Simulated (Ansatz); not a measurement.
This script makes vertical energies of changing the electron count of AlFH2SSi, SMILES [F][Al]1[SiH2][S]1 with the Python package of Ansatz (0.2.0).

`ip_alfh2ssi.py`:
```python
import logging
import sys

import ansatz as az
from ase import Atoms

logging.basicConfig(stream=sys.stdout, format="%(levelname)s:%(name)s:%(message)s")
log = logging.getLogger("ansatz_job")
log.setLevel(logging.INFO)


def total_energy(molecule, charge=0, unpaired=0):
    calc = (
        molecule.calculation()
        .basis(gaussian="def2-TZVP")
        .functional("r2SCAN", dispersion="d3bj")
    )
    if charge:
        calc = calc.charge(charge)
    if unpaired:
        calc = calc.spin("collinear", total=unpaired)
    report = calc.run(threads=1).report
    if report["published_state_doubts"]:
        print("  doubts:", report["published_state_doubts"])
    return report["free_energy_ev"]

atoms = Atoms(["F", "Al", "Si", "S", "H", "H"], positions=[
    (-0.1633, -2.8602, 1.0045),
    (-0.2388, -1.3817, -0.0942),
    (0.3154, 0.8985, -0.0824),
    (-1.3879, 0.3449, -1.0335),
    (1.3973, 1.3022, -1.0327),
    (0.1194, 1.6322, 1.1921),
])
geometry = az.Crystal.molecule_from_ase(atoms)

parent = total_energy(geometry, 0, 0)
cation = total_energy(geometry, 1, 1)
log.info(f"E(N)   = {parent:.5f} eV")
log.info(f"E(N-1) = {cation:.5f} eV  (1 unpaired)")
log.info(f"vertical ionisation energy {cation - parent:.3f} eV")
```

What does it cost to change the electron count at this fixed geometry?

At this unrelaxed geometry removing an electron costs 8.30 eV.

What the script printed:

`python ip_alfh2ssi.py` gives:
```text
DeckWarning: the engine holds no damping parameters fitted to this dispersion correction and functional, so the run takes those fitted to r2scan beside the three-body term, which d3bj leaves out (hamiltonian.dispersion, under Limitations)
INFO:ansatz_job:E(N)   = -28059.88851 eV
INFO:ansatz_job:E(N-1) = -28051.58865 eV  (1 unpaired)
INFO:ansatz_job:vertical ionisation energy 8.300 eV
```
(Warnings from the package without file and line.)

Notes:
- Total energies depend on the basis set; only differences at equal settings carry meaning.
- The geometry is a force-field or estimated start, not a minimum of this method, and the basis set is short of its limit. All parts are taken at fixed geometry, without zero-point energy. At an unrelaxed start these energies can be a whole eV from those at the minimum, and a small affinity can change sign.
- A dispersion term here runs with damping parameters fitted for another variant or functional.
- The whole script took 23 s on 1 thread of Arm Neoverse V2 (shared host), peak memory 0.33 GiB.

(Lines on the test bed's own set-up are left out of the output.)
